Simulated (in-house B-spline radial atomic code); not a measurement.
# Ni²⁰⁺: excited configurations

Aim: the energies of several excited configurations of Ni²⁰⁺ above a reference configuration, each from its own self-consistent run.

The numbers are computed with in-house B-spline radial atomic code version 1 (Dirac-Hartree-Fock, average of configuration, Fermi nucleus, basis-set limit), except any that are marked as measured or tabulated.

## 1. The atom as given

- element: nickel (Z = 28)
- charge: +20
- electrons: 8
- configuration: [He] 2s2 2p4
- Hamiltonian: Dirac-Coulomb
- nucleus: Fermi, rms radius 3.776 fm

Outer shells as boxes (Hund's rule):

[He] 2s2 2p4
```
[He] core
2s [↑↓]
2p [↑↓][↑ ][↑ ]
```

The boxes draw the filling by Hund's rule, which heavy ions in jj coupling don't follow; these runs average over all states of the configuration.

Input settings:

```ini
Z = 28
electrons = 8.0
configuration = [He] 2s2 2p4
hamiltonian = dirac
method = hf
spin_polarised = False
nucleus = fermi
rms_radius = 3.7757
mass_number = 58
atomic_mass = 57.93534165
speed_of_light = 137.035999084
```

The reference is known from an earlier run: -1232.492444 hartree in all. Up to eight levels, counted from the top:

```csv
orbital,occupation,energy (eV),<r> (bohr)
1s1/2,2,-9378.47,0.05389
2s1/2,2,-1883.47,0.2339
2p1/2,1.33333,-1781.66,0.2015
2p3/2,2.66667,-1762.16,0.2043
```

## 2. Configuration [He] 2s1 2p4 3s1

Input settings:

```ini
Z = 28
electrons = 8.0
configuration = [He] 2s1 2p4 3s1
hamiltonian = dirac
method = hf
spin_polarised = False
nucleus = fermi
rms_radius = 3.7757
mass_number = 58
atomic_mass = 57.93534165
speed_of_light = 137.035999084
```

## 3. [He] 2s1 2p4 3d1

Changes to the settings of step 2:

```diff
@@ -2,3 +2,3 @@
 electrons = 8.0
-configuration = [He] 2s1 2p4 3s1
+configuration = [He] 2s1 2p4 3d1
 hamiltonian = dirac
```

## 4. [He] 2s2 2p3 6d1

Changes to the settings of step 3:

```diff
@@ -2,3 +2,3 @@
 electrons = 8.0
-configuration = [He] 2s1 2p4 3d1
+configuration = [He] 2s2 2p3 6d1
 hamiltonian = dirac
```

## 5. [He] 2s1 2p4 6d1

Changes to the settings of step 4:

```diff
@@ -2,3 +2,3 @@
 electrons = 8.0
-configuration = [He] 2s2 2p3 6d1
+configuration = [He] 2s1 2p4 6d1
 hamiltonian = dirac
```

## 6. Configuration [He] 2s2 2p3 5g1

Changes to the settings of step 5:

```diff
@@ -2,3 +2,3 @@
 electrons = 8.0
-configuration = [He] 2s1 2p4 6d1
+configuration = [He] 2s2 2p3 5g1
 hamiltonian = dirac
```

Before running: How far above the reference does each configuration lie (order and size, in eV)?

As calculated:

| net move | configuration | energy above the reference (eV) | with Breit, QED, recoil (eV) | largest <r> (bohr) |
| --- | --- | --- | --- | --- |
| 2s → 3s | [He] 2s1 2p4 3s1 | 1117.45 | 1116.41 | 0.575 |
| 2s → 3d | [He] 2s1 2p4 3d1 | 1195.94 | 1194.65 | 0.479 |
| 2p → 5g | [He] 2s2 2p3 5g1 | 1526.44 | 1525.46 | 1.31 |
| 2p → 6d | [He] 2s2 2p3 6d1 | 1597.24 | 1596.27 | 2.39 |
| 2s → 6d | [He] 2s1 2p4 6d1 | 1712.76 | 1711.41 | 2.39 |

Quantum defects of the promoted electron, δ = n − ζ/√(−2ε) with ζ = 21 and ε its orbital energy in hartree:

| promotion | δ |
| --- | --- |
| 2s → 3s | 0.359 |
| 2s → 3d | 0.043 |
| 2p → 5g | 0.001 |
| 2p → 6d | 0.047 |
| 2s → 6d | 0.045 |

What this shows: At the bottom stands 2s → 3s (1117.45 eV), at the top 2s → 6d (1712.76 eV). Of those tabulated, the defect is largest for 3s (0.36) and least for 5g (0.00); at this charge much of the defect is relativistic. Two partly filled shells share a symmetry and can mix in the average, which may lower the energy, for: 2s → 3s. These are averages over configurations, without correlation, not spectroscopic levels.
